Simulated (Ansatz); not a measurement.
# TiTePd3: a trial structure relaxed, part 1 of 2

The task: take a trial cell of TiTePd3 to zero force and stress.

Method: DFT PBE, scalar-relativistic, plane waves, PAW, in Ansatz 0.2.0.

## 1. The system as given

It takes space group Pm-3m (No. 221, cubic). The conventional cell has a = 4.384 Å, b = 4.384 Å, c = 4.384 Å, α = 90.00°, β = 90.00°, γ = 90.00°. Ti (site symmetry m-3m) has 12 Pd at 3.10 Å as nearest neighbours. Te (site symmetry m-3m) is surrounded by 6 Pd at 2.19 Å. Pd (site symmetry 4/mmm) is surrounded by 2 Te at 2.19 Å.

Coordinates:

```cif
data_structure
_symmetry_space_group_name_H-M 'Pm-3m'
_symmetry_Int_Tables_number 221
_cell_length_a 4.3845
_cell_length_b 4.3845
_cell_length_c 4.3845
_cell_angle_alpha 90.000
_cell_angle_beta 90.000
_cell_angle_gamma 90.000
_cell_volume 84.28
loop_
_atom_site_label
_atom_site_type_symbol
_atom_site_symmetry_multiplicity
_atom_site_Wyckoff_symbol
_atom_site_fract_x
_atom_site_fract_y
_atom_site_fract_z
_atom_site_occupancy
Ti1 Ti 1 a 0.00000 0.00000 0.00000 1
Te1 Te 1 b 0.50000 0.50000 0.50000 1
Pd1 Pd 3 c 0.00000 0.50000 0.50000 1
```

A structure generator made this guess: species swapped into a database cell of LuBPd3 (Pm-3m, No. 221), with Ti on the Lu sites and Te on the B sites. Its size is a rough estimate.

## 2. The guess as it stands, on a coarse mesh

Input file input.yaml:

```yaml
crystal:
  lattice:
    - [4.38445731, 0.0, 0.0]
    - [0.0, 4.38445731, 0.0]
    - [0.0, 0.0, 4.38445731]
  atoms:
    - { symbol: Ti, position: [0.0, 0.0, 0.0] }
    - { symbol: Te, position: [0.5, 0.5, 0.5] }
    - { symbol: Pd, position: [0.0, 0.5, 0.5] }
    - { symbol: Pd, position: [0.5, 0.0, 0.5] }
    - { symbol: Pd, position: [0.5, 0.5, 0.0] }
basis:
  ecutwfc: 420
kpoints:
  mp_grid: { grid: [4, 4, 4] }
hamiltonian:
  xc: pbe
scf:
  occupations: { method: gaussian, width: 0.1 }
  lower_state_search: "off"
output:
  forces: true
  stress: true
  eigenvalues: true
```

Launch:

```sh
ansatz run input.yaml --threads 1 --pin off --max-ram 2560MiB --backend cpu --events-out ev --progress --plain --runs-dir out
```

Standard output, cut to the lines that bear on the results:

```text
Warning: RAYON_NUM_THREADS=1 ignored (pool sized by the plan → 1); use --threads N
[...]
Pseudopotentials: kind: paw
Pseudopotential: Ti, paw, valence charge 12, recommended cutoff 420 eV (normal), Ti.paw.azcp
Pseudopotential: Te, paw, valence charge 16, recommended cutoff 420 eV (normal), Te.paw.azcp
Pseudopotential: Pd, paw, valence charge 18, recommended cutoff 420 eV (normal), Pd.paw.azcp
Functional definition: PBE
[...]
Crystal: 5 atoms, lattice volume = 84.284 Å³
Basis set: ecut = 420 eV, 1647 PW (Γ), exchange–correlation on 60×60×60 points (8 copies of the dense FFT grid, shifted against one another)
Bands: 50, of which v1, the nominal top of the filled ones, is band 41 counted from 1 (40 counted from 0)
Symmetry: 48 space group operations
Space group: Pm-3m (ITA 221), of the structure as read, at distance tolerance 4.4e-5 Å
k-points: 10 of 64
[...]
SCF iter   1: F=—  HF=-30391.003538 eV  |F-HF|=—  |Δ(HF+E_count)|=         —  Δρ=5.39e-3  dr2=3.23e-2  ethr=1.77e-3  ⟨swp⟩=7.1  Hψ=2024  notcnv=0  defer=1
[...]
SCF iter   7: F=-30390.999099 eV  HF=-30390.999099 eV  |F-HF|=8.36e-9  |Δ(HF+E_count)|=   6.19e-9  Δρ=4.17e-6  dr2=1.70e-8  ethr=1.22e-10  ⟨swp⟩=9.3  Hψ=1971  notcnv=0
[...]
SCF converged after 7 iterations
Free energy (F): -30390.999099 eV
[...]
E sigma→0 (E₀):  -30390.972966 eV
Entropy (-TS):   -0.052267 eV (-10.453 meV/atom)
Fermi energy:    18.134802 eV
[...]
--- Forces (eV/Å), atoms counted from 1 ---
  atom   1  Ti    -0.00000000     0.00000000     0.00000000
  atom   2  Te     0.00000000     0.00000000     0.00000000
  atom   3  Pd     0.00000000     0.00000000     0.00000000
  atom   4  Pd     0.00000000    -0.00000000    -0.00000000
  atom   5  Pd     0.00000000     0.00000000     0.00000000
[...]
--- Stress (GPa, compression-positive) ---
       60.226195       0.000000       0.000000
        0.000000      60.226195       0.000000
        0.000000       0.000000      60.226195
  P = ⅓ Tr σ = 60.2262 GPa (602.262 kbar)
--- Band table (eV; the first three rows and the last of 10) ---
[...]
```

Run time: 2.6 s. Hardware: 1 thread of Arm Neoverse V1, shared host; peak memory 0.36 GiB.

From the probe: pressure 60.2 GPa, largest force 0.00 eV/Å, gap on this mesh none (metal). A cheap, loose relaxation comes first.

## 3. Coarse relaxation

input.yaml, as its differences from that of step 2:

```diff
@@ -24 +24,6 @@
   eigenvalues: true
+relax:
+  adjacent_minimum: "off"
+  f_tol: 0.04
+  max_steps: 70
+  cell: { stress_tol: 0.4 }
```

Launch:

```sh
ansatz run input.yaml --threads 1 --pin off --max-ram 2560MiB --backend cpu --events-out ev --progress --plain --runs-dir out
```

Standard output:

```text
Warning: RAYON_NUM_THREADS=1 ignored (pool sized by the plan → 1); use --threads N
Engine: ansatz 0.2.0, aarch64-unknown-linux-gnu
[... 5 set-up lines as earlier in the session ...]
  parameter kappa = 0.804
  parameter beta = 0.06672455060314922
  exchange = pbe_x(kappa = kappa, mu = beta*pi^2/3)
  correlation = pbe_c(beta = beta)
Crystal: 5 atoms, lattice volume = 84.284 Å³
Basis set: ecut = 420 eV, 1647 PW (Γ), exchange–correlation on 60×60×60 points (8 copies of the dense FFT grid, shifted against one another)
Bands: 50, of which v1, the nominal top of the filled ones, is band 41 counted from 1 (40 counted from 0)
[... 2 set-up lines as earlier in the session ...]
k-points: 10 of 64
Non-local potential: Ti, projectors of the file, l = 0: 3, l = 1: 2, l = 2: 3, l = 3: 1
Non-local potential: Te, projectors of the file, l = 0: 2, l = 1: 2, l = 2: 2, l = 3: 2
Non-local potential: Pd, projectors of the file, l = 0: 2, l = 1: 2, l = 2: 2, l = 3: 1
PAW form: soft (Blöchl's): semilocal exchange-correlation on the pseudo side does not see the compensation charge
PAW one-centre angular grid: Ti, 590 points (default); XC on 64 Gauss nodes
PAW one-centre angular grid: Te, 590 points (default); XC on 64 Gauss nodes
PAW one-centre angular grid: Pd, 590 points (default); XC on 64 Gauss nodes
Initial density: superposition of atomic densities (neutral atoms: chi_scale 0, normalization atom), corrected by the library's trained network
Initial wavefunctions: pseudopotential atomic-orbital guess
Functional: x = pbe(κ = 0.804, μ = 0.2195149727645171), c = pbe(β = 0.06672455060314922)
SCF iter   1: F=—  HF=-30391.003538 eV  |F-HF|=—  |Δ(HF+E_count)|=         —  Δρ=5.39e-3  dr2=3.23e-2  ethr=1.77e-3  ⟨swp⟩=7.1  Hψ=2024  notcnv=0  defer=1
preconditioner: auto → Kerker (q_TF=auto, 2.716 Å⁻¹)  [metal: Δε(μ)=0.002 eV  Ē_g=7.422 eV  σ=0.100 eV  W_gap=0.01  n_scr=26 (ndim 8)  ℏωp=25.6 eV  f_vac=0.000  D(μ)=9.89/eV (n_scr^D=146)]
SCF iter   2: F=—  HF=-30391.000939 eV  |F-HF|=—  |Δ(HF+E_count)|=   2.60e-3  Δρ=2.79e-3  dr2=9.79e-3  ethr=3.93e-5  ⟨swp⟩=1.6  Hψ=644  notcnv=0  defer=1
SCF iter   3: F=—  HF=-30390.999373 eV  |F-HF|=—  |Δ(HF+E_count)|=   1.57e-3  Δρ=6.71e-4  dr2=8.00e-4  ethr=1.19e-5  ⟨swp⟩=2.0  Hψ=663  notcnv=0  defer=1
SCF iter   4: F=—  HF=-30390.999169 eV  |F-HF|=—  |Δ(HF+E_count)|=   2.04e-4  Δρ=1.80e-4  dr2=6.31e-5  ethr=9.75e-7  ⟨swp⟩=2.0  Hψ=669  notcnv=0  defer=1
SCF iter   5: F=—  HF=-30390.999099 eV  |F-HF|=—  |Δ(HF+E_count)|=   7.02e-5  Δρ=4.49e-5  dr2=1.80e-6  ethr=7.70e-8  ⟨swp⟩=2.1  Hψ=702  notcnv=0  defer=1
SCF iter   6: F=—  HF=-30390.999100 eV  |F-HF|=—  |Δ(HF+E_count)|=   2.16e-7  Δρ=1.50e-5  dr2=2.19e-7  ethr=2.20e-9  ⟨swp⟩=2.4  Hψ=822  notcnv=0  defer=1
SCF iter   7: F=-30390.999099 eV  HF=-30390.999099 eV  |F-HF|=8.36e-9  |Δ(HF+E_count)|=   6.19e-9  Δρ=4.17e-6  dr2=1.70e-8  ethr=1.22e-10  ⟨swp⟩=9.3  Hψ=1971  notcnv=0
SCF 1 converged in 7 iterations: F = -30390.999099 eV  dr2 = 1.70e-8
relax step   1: F+E_penalty+E_count = -30390.99909949 eV  Δ(F+E_penalty+E_count) = +0.000e0 eV  max|allowed force component| = 6.001e-29 eV/Å  Δτ_max = 0.0000 Å  P = +60.226 GPa  Ω = 84.284 Å³  (7 SCF iters, dr2 threshold 1.00e-7 eV, accepted)
Crystal: 5 atoms, lattice volume = 97.222 Å³
Basis set: ecut = 420 eV, 1935 PW (Γ), exchange–correlation on 60×60×60 points (8 copies of the dense FFT grid, shifted against one another)
Initial density: handed on by an earlier stage of this run
Initial wavefunctions: those handed on with the density
SCF iter   1: F=—  HF=-30394.622979 eV  |F-HF|=—  |Δ(HF+E_count)|=         —  Δρ=3.92e-2  dr2=3.73e0  ethr=3.10e-3  ⟨swp⟩=7.4  Hψ=2024  notcnv=0
preconditioner: auto → Kerker (q_TF=auto, 2.652 Å⁻¹)  [metal: Δε(μ)=0.029 eV  Ē_g=6.776 eV  σ=0.100 eV  W_gap=0.16  n_scr=26 (ndim 8)  ℏωp=23.8 eV  f_vac=0.000  D(μ)=10.50/eV (n_scr^D=146)]
SCF iter   2: F=—  HF=-30394.314591 eV  |F-HF|=—  |Δ(HF+E_count)|=   3.08e-1  Δρ=1.75e-2  dr2=8.85e-1  ethr=3.10e-3  ⟨swp⟩=2.0  Hψ=633  notcnv=0  defer=11
SCF iter   3: F=—  HF=-30394.227060 eV  |F-HF|=—  |Δ(HF+E_count)|=   8.75e-2  Δρ=3.76e-3  dr2=1.46e-2  ethr=1.08e-3  ⟨swp⟩=2.0  Hψ=540  notcnv=0  defer=19
SCF iter   4: F=—  HF=-30394.225020 eV  |F-HF|=—  |Δ(HF+E_count)|=   2.04e-3  Δρ=1.10e-3  dr2=2.87e-3  ethr=1.79e-5  ⟨swp⟩=2.0  Hψ=959  notcnv=0  defer=19
SCF iter   5: F=—  HF=-30394.224691 eV  |F-HF|=—  |Δ(HF+E_count)|=   3.29e-4  Δρ=3.77e-4  dr2=2.69e-4  ethr=3.50e-6  ⟨swp⟩=1.0  Hψ=480  notcnv=0  defer=19
SCF iter   6: F=—  HF=-30394.224592 eV  |F-HF|=—  |Δ(HF+E_count)|=   9.89e-5  Δρ=1.31e-4  dr2=2.51e-5  ethr=3.28e-7  ⟨swp⟩=2.0  Hψ=715  notcnv=0  defer=19
SCF iter   7: F=—  HF=-30394.224593 eV  |F-HF|=—  |Δ(HF+E_count)|=   9.97e-7  Δρ=2.92e-5  dr2=1.13e-6  ethr=3.06e-8  ⟨swp⟩=2.4  Hψ=637  notcnv=0  defer=19
SCF iter   8: F=-30394.224593 eV  HF=-30394.224593 eV  |F-HF|=2.85e-8  |Δ(HF+E_count)|=   1.22e-7  Δρ=8.89e-6  dr2=8.44e-8  ethr=6.10e-10  ⟨swp⟩=10.5  Hψ=2021  notcnv=0
SCF 2 converged in 8 iterations: F = -30394.224593 eV  dr2 = 8.44e-8
relax step   2: F+E_penalty+E_count = -30394.22459274 eV  Δ(F+E_penalty+E_count) = -3.225e0 eV  max|allowed force component| = 3.484e-29 eV/Å  Δτ_max = 0.0000 Å  P = +23.979 GPa  Ω = 97.222 Å³  energy of the carried Pulay correction = -6.695e-3 eV  (8 SCF iters, dr2 threshold 5.00e-7 eV, accepted)
Crystal: 5 atoms, lattice volume = 108.171 Å³
Basis set: ecut = 420 eV, 2103 PW (Γ), exchange–correlation on 60×60×60 points (8 copies of the dense FFT grid, shifted against one another)
iter 1 solved again at ethr=2.77e-3 eV; its pass at ethr=3.10e-3 eV (dr2=2.27e0 eV) is discarded
SCF iter   1: F=—  HF=-30395.468366 eV  |F-HF|=—  |Δ(HF+E_count)|=         —  Δρ=2.90e-2  dr2=2.28e0  ethr=2.77e-3  ⟨swp⟩=1.0  Hψ=2209  notcnv=0
preconditioner: auto → Kerker (q_TF=auto, 2.605 Å⁻¹)  [metal: Δε(μ)=0.023 eV  Ē_g=5.971 eV  σ=0.100 eV  W_gap=0.13  n_scr=26 (ndim 8)  ℏωp=22.6 eV  f_vac=0.000  D(μ)=14.00/eV (n_scr^D=202)]
SCF iter   2: F=—  HF=-30395.288331 eV  |F-HF|=—  |Δ(HF+E_count)|=   1.80e-1  Δρ=1.36e-2  dr2=6.05e-1  ethr=2.77e-3  ⟨swp⟩=2.0  Hψ=543  notcnv=0
SCF iter   3: F=—  HF=-30395.239213 eV  |F-HF|=—  |Δ(HF+E_count)|=   4.91e-2  Δρ=4.63e-3  dr2=2.22e-2  ethr=7.38e-4  ⟨swp⟩=1.6  Hψ=568  notcnv=0  defer=4
SCF iter   4: F=—  HF=-30395.237773 eV  |F-HF|=—  |Δ(HF+E_count)|=   1.44e-3  Δρ=1.21e-3  dr2=4.42e-3  ethr=2.71e-5  ⟨swp⟩=2.1  Hψ=701  notcnv=0  defer=4
SCF iter   5: F=—  HF=-30395.237484 eV  |F-HF|=—  |Δ(HF+E_count)|=   2.89e-4  Δρ=5.89e-4  dr2=1.36e-3  ethr=5.39e-6  ⟨swp⟩=1.0  Hψ=481  notcnv=0  defer=4
SCF iter   6: F=—  HF=-30395.237357 eV  |F-HF|=—  |Δ(HF+E_count)|=   1.27e-4  Δρ=1.27e-4  dr2=4.97e-5  ethr=1.66e-6  ⟨swp⟩=1.2  Hψ=483  notcnv=0  defer=4
SCF iter   7: F=—  HF=-30395.237276 eV  |F-HF|=—  |Δ(HF+E_count)|=   8.08e-5  Δρ=5.03e-5  dr2=5.04e-6  ethr=6.06e-8  ⟨swp⟩=2.0  Hψ=665  notcnv=0  defer=4
SCF iter   8: F=-30395.237276 eV  HF=-30395.237276 eV  |F-HF|=2.55e-8  |Δ(HF+E_count)|=   3.02e-7  Δρ=1.17e-5  dr2=1.81e-7  ethr=6.10e-10  ⟨swp⟩=8.0  Hψ=2234  notcnv=0
SCF 3 converged in 8 iterations: F = -30395.237276 eV  dr2 = 1.81e-7
relax step   3: F+E_penalty+E_count = -30395.23727600 eV  Δ(F+E_penalty+E_count) = -1.013e0 eV  max|allowed force component| = 2.798e-29 eV/Å  Δτ_max = 0.0000 Å  P = +7.193 GPa  Ω = 108.171 Å³  energy of the carried Pulay correction = -1.167e-2 eV  (8 SCF iters, dr2 threshold 5.00e-7 eV, accepted)
[... 13 lines left out ...]
relax step   4: F+E_penalty+E_count = -30395.37692159 eV  Δ(F+E_penalty+E_count) = -1.396e-1 eV  max|allowed force component| = 1.935e-29 eV/Å  Δτ_max = 0.0000 Å  P = +1.310 GPa  Ω = 113.650 Å³  energy of the carried Pulay correction = -1.395e-2 eV  (8 SCF iters, dr2 threshold 5.00e-7 eV, accepted)
[... 11 lines left out ...]
relax step   5: F+E_penalty+E_count = -30395.38199087 eV  Δ(F+E_penalty+E_count) = -5.069e-3 eV  max|allowed force component| = 1.270e-29 eV/Å  Δτ_max = 0.0000 Å  P = +0.081 GPa  Ω = 114.947 Å³  energy of the carried Pulay correction = -1.447e-2 eV  (6 SCF iters, dr2 threshold 5.00e-7 eV, accepted)
[... 11 lines left out ...]
relax step   6: F+E_penalty+E_count = -30395.45404942 eV  Δ(F+E_penalty+E_count) = -7.206e-2 eV  max|allowed force component| = 1.620e-29 eV/Å  Δτ_max = 0.0000 Å  P = +1.503 GPa  Ω = 114.947 Å³  stress off target by 1.50e0 GPa  SCF on the basis re-selected at this cell (its energy is not comparable with the rows above)  (6 SCF iters)
[... 11 lines left out ...]
relax step   7: F+E_penalty+E_count = -30395.46273712 eV  Δ(F+E_penalty+E_count) = -8.688e-3 eV  max|allowed force component| = 1.235e-29 eV/Å  Δτ_max = 0.0000 Å  P = +0.300 GPa  Ω = 116.587 Å³  energy of the carried Pulay correction = -4.507e-4 eV  (6 SCF iters, dr2 threshold 5.00e-7 eV, accepted)
iter 1 solved again at ethr=2.89e-7 eV; its pass at ethr=3.10e-3 eV (dr2=2.37e-4 eV) is discarded
SCF iter   1: F=—  HF=-30395.463041 eV  |F-HF|=—  |Δ(HF+E_count)|=         —  Δρ=1.09e-4  dr2=5.92e-7  ethr=2.89e-7  ⟨swp⟩=3.0  Hψ=3142  notcnv=0
preconditioner: auto → Kerker (q_TF=auto, 2.573 Å⁻¹)  [metal: Δε(μ)=0.009 eV  Ē_g=5.226 eV  σ=0.100 eV  W_gap=0.05  n_scr=32 (ndim 8)  ℏωp=21.8 eV  f_vac=0.000  D(μ)=18.23/eV (n_scr^D=304)]
SCF iter   2: F=—  HF=-30395.463106 eV  |F-HF|=—  |Δ(HF+E_count)|=   6.50e-5  Δρ=5.54e-5  dr2=2.03e-7  ethr=7.22e-10  ⟨swp⟩=2.1  Hψ=859  notcnv=0
SCF iter   3: F=—  HF=-30395.463131 eV  |F-HF|=—  |Δ(HF+E_count)|=   2.52e-5  Δρ=5.53e-6  dr2=3.66e-8  ethr=2.47e-10  ⟨swp⟩=1.1  Hψ=503  notcnv=0
SCF iter   4: F=—  HF=-30395.463132 eV  |F-HF|=—  |Δ(HF+E_count)|=   5.61e-8  Δρ=2.47e-6  dr2=8.35e-9  ethr=4.47e-11  ⟨swp⟩=1.5  Hψ=511  notcnv=0
iter 5 did not close the SCF: its close was put off for the readings that it lacked (scf_convergence_deferred on its scf_iter line)
SCF iter   5: F=-30395.463132 eV  HF=-30395.463132 eV  |F-HF|=9.46e-11  |Δ(HF+E_count)|=   1.23e-8  Δρ=4.00e-7  dr2=3.11e-10  ethr=1.02e-11  ⟨swp⟩=2.0  Hψ=651  notcnv=0
SCF iter   6: F=-30395.463132 eV  HF=-30395.463132 eV  |F-HF|=0.00e0  |Δ(HF+E_count)|=  1.24e-10  Δρ=1.13e-7  dr2=1.87e-11  ethr=1.00e-12  ⟨swp⟩=2.8  Hψ=1430  notcnv=0
SCF 8 converged in 6 iterations: F = -30395.463132 eV  dr2 = 1.87e-11
relax step   8: F+E_penalty+E_count = -30395.46313156 eV  Δ(F+E_penalty+E_count) = -3.944e-4 eV  max|allowed force component| = 3.240e-29 eV/Å  Δτ_max = 0.0000 Å  P = +0.288 GPa  Ω = 116.587 Å³  stress off target by 2.88e-1 GPa  SCF on the basis re-selected at this cell (its energy is not comparable with the rows above)  (6 SCF iters)
basis re-selected at this cell: Δ(F+E_penalty+E_count) = -3.944e-4 eV, ΔP = -0.012 GPa vs the last step (what re-selecting the basis moved, of the pressure what is left beyond the Pulay correction that the steps carried, after the strain that the cell walked since its last selection, with what the two solves' SCF thresholds leave and, on support functions, any second-order correction that the steps lacked; it is no measure of the basis error at this ecutwfc). This SCF's stress stands 2.88e-1 GPa from its target on what of the cell is left free (relax.cell.stress_tol is 4.00e-1 GPa) and its largest allowed force component is 3.24e-29 eV/Å (relax.f_tol is 4.00e-2 eV/Å): within both
SCF converged after 6 iterations
Free energy (F): -30395.463132 eV
Harris-Foulkes:  -30395.463132 eV  (|F-HF|=0.00e0)
Internal energy: -30395.371978 eV  (E = F + TS)
E sigma→0 (E₀):  -30395.417555 eV
Entropy (-TS):   -0.091153 eV (-18.231 meV/atom)
Fermi energy:    11.756738 eV
--- Per-component energies (eV) ---
  E_band       = -1273.483022
  E_kinetic    = 1994.042390
  E_local      = -10457.358569  (includes V_loc(G=0)·N_el)
  E_nonlocal   = 357.297742
  E_hartree    = 4617.853514
  E_xc         = -723.161247
  E_vxc        = -854.691739  (∫ρ·V_xc dr)
  E_paw        = -16967.114466  (= ΣΔE_a)
  E_vpaw       = -1548.480080  (= ΣTr[D̂ρ^β])
  E_aug_tail   = 0.000536  (compensation charges beyond the density's cutoff)
  E_ewald      = -9216.931878
  E_smearing   = -0.091153  (= −TS)
  E_closure    = -0.000000  (closes the sum)
  Σ components = -30395.463132   (vs F -30395.463132, Δ=0.00e0)
--- Forces (eV/Å), atoms counted from 1 ---
  atom   1  Ti     0.00000000     0.00000000    -0.00000000
  atom   2  Te     0.00000000     0.00000000     0.00000000
  atom   3  Pd     0.00000000     0.00000000     0.00000000
  atom   4  Pd    -0.00000000     0.00000000     0.00000000
  atom   5  Pd     0.00000000    -0.00000000    -0.00000000
  max |Σ_I F_I| component: 2.59e-29 eV/Å
--- Stress (GPa, compression-positive) ---
        0.287928      -0.000000       0.000000
       -0.000000       0.287928       0.000000
        0.000000       0.000000       0.287928
  P = ⅓ Tr σ = 0.2879 GPa (2.879 kbar)
--- Band table (eV; the first three rows and the last of 10) ---
  k-point 0: bands = ["-72.4402", "-72.4382", "-72.4382", "-46.4918", "-38.5432", "-38.5432", "-38.5432", "-38.0507", "-38.0507", "-38.0507", "-38.0484", "-38.0484", "-38.0484", "-26.0526", "-26.0526", "-25.9780", "-25.9780", "-25.9780", "-22.7091", "-22.7091", "-22.7091", "-1.8327", "7.3649", "7.9881", "7.9881", "7.9881", "8.2184", "8.2184", "8.2184", "8.6918", "8.6918", "8.8133", "8.8133", "9.5219", "9.5219", "9.5219", "9.9325", "9.9325", "9.9325", "10.3238", "11.8639", "11.8639", "12.2833", "12.2833", "12.2833", "13.2358", "15.0035", "15.0035", "15.7370", "15.7370"]
  k-point 1: bands = ["-72.4400", "-72.4385", "-72.4382", "-46.4918", "-38.5472", "-38.5431", "-38.5431", "-38.0508", "-38.0504", "-38.0504", "-38.0488", "-38.0488", "-38.0484", "-26.0526", "-26.0411", "-25.9780", "-25.9773", "-25.9773", "-22.7095", "-22.7091", "-22.7091", "-1.6330", "6.2572", "7.4621", "7.4621", "7.7065", "8.0446", "8.5415", "8.5415", "8.7347", "8.7563", "8.9678", "9.4481", "9.5794", "9.5794", "9.5830", "9.9327", "10.1831", "10.3193", "10.3193", "11.8628", "11.9865", "12.0795", "12.0795", "12.2723", "13.5203", "14.3698", "14.8063", "15.8642", "15.8642"]
  k-point 2: bands = ["-72.4396", "-72.4388", "-72.4382", "-46.4918", "-38.5511", "-38.5431", "-38.5431", "-38.0510", "-38.0499", "-38.0499", "-38.0495", "-38.0495", "-38.0484", "-26.0526", "-26.0295", "-25.9780", "-25.9767", "-25.9767", "-22.7098", "-22.7091", "-22.7091", "-1.4037", "5.2001", "7.1934", "7.1934", "8.1076", "8.3255", "8.4975", "8.6256", "8.6256", "8.7757", "9.2638", "9.3677", "9.4780", "9.6271", "9.6271", "9.9330", "9.9481", "10.7158", "10.7158", "11.8610", "11.9252", "11.9252", "12.0598", "12.2618", "13.1419", "14.3789", "14.5852", "15.7259", "15.7259"]
  k-point 9: bands = ["-72.4388", "-72.4388", "-72.4388", "-46.4917", "-38.5675", "-38.5428", "-38.5428", "-38.0584", "-38.0584", "-38.0584", "-38.0414", "-38.0414", "-38.0414", "-26.0178", "-26.0178", "-25.9754", "-25.9754", "-25.9754", "-22.7096", "-22.7096", "-22.7096", "-0.3912", "4.8477", "4.8477", "4.8477", "8.3506", "8.5960", "8.5960", "8.5960", "8.9567", "8.9567", "8.9567", "9.7860", "9.7860", "10.0988", "10.0988", "10.0988", "11.1317", "11.1317", "11.1317", "11.6169", "11.6169", "11.6169", "12.2437", "12.2437", "12.9971", "12.9971", "12.9971", "14.4906", "19.9917"]
--- Relaxed structure (6 steps of the walk, 6 accepted, 2 SCFs on fresh bases) ---
  F+E_penalty+E_count = -30395.46313156 eV   max|allowed force component| = 3.240e-29 eV/Å   (the final SCF, on the basis selected at the relaxed cell)
  cell:  # Å, volume = 116.5870 Å³
    - [4.885211009155163, -3.4034793235968184e-33, -5.7777898331617076e-34]
    - [-4.430641960603343e-33, 4.885211009155163, 2.5679065925163143e-34]
    - [-1.0913603018194335e-33, 7.7037197775489426e-34, 4.885211009155163]
  atoms:
    - { symbol: Ti, position: [-9.151312785562366e-38, 8.264779414637555e-37, -5.719570528434456e-38] }
    - { symbol: Te, position: [0.5, 0.5, 0.5] }
    - { symbol: Pd, position: [1.0524009773510187e-36, 0.5, 0.5] }
    - { symbol: Pd, position: [0.5, -9.03692143625912e-37, 0.5] }
    - { symbol: Pd, position: [0.5, 0.5, -1.1439141059632802e-37] }
```

Wall time 26 s (1 thread of Arm Neoverse V1, shared host); peak memory 0.41 GiB.

The steps of the relaxation:

| step | energy from step 1 (eV/cell) | largest force component (eV/Å) | pressure (GPa) | volume (Å³) |
| --- | --- | --- | --- | --- |
| 1 | 0.0000 | 0.0000 | 60.23 | 84.28 |
| 2 | -3.2255 | 0.0000 | 23.98 | 97.22 |
| 3 | -4.2382 | 0.0000 | 7.19 | 108.17 |
| 4 | -4.3778 | 0.0000 | 1.31 | 113.65 |
| 5 | -4.3829 | 0.0000 | 0.08 | 114.95 |
| 6 | -4.4549 | 0.0000 | 1.50 | 114.95 |
| 7 | -4.4636 | 0.0000 | 0.30 | 116.59 |
| 8 | -4.4640 | 0.0000 | 0.29 | 116.59 |

Step 1 is the start. Steps 6, 8 each repeat the geometry before them on a plane-wave basis chosen anew, so the energy can jump there without any move.

|  | before | after | change |
| --- | --- | --- | --- |
| a (Å) | 4.384 | 4.885 | +11.4 % |
| b (Å) | 4.384 | 4.885 | +11.4 % |
| c (Å) | 4.384 | 4.885 | +11.4 % |
| volume (Å³/atom) | 16.86 | 23.32 | +38.3 % |
| shortest distance (Å) | 2.192 | 2.443 | +11.4 % |
| space group (0.01 Å) | Pm-3m | Pm-3m | same |

Forces and stress were held to the start's 48 operations: a distortion of lower symmetry was not tested.

(Continued in part 2 of 2.)
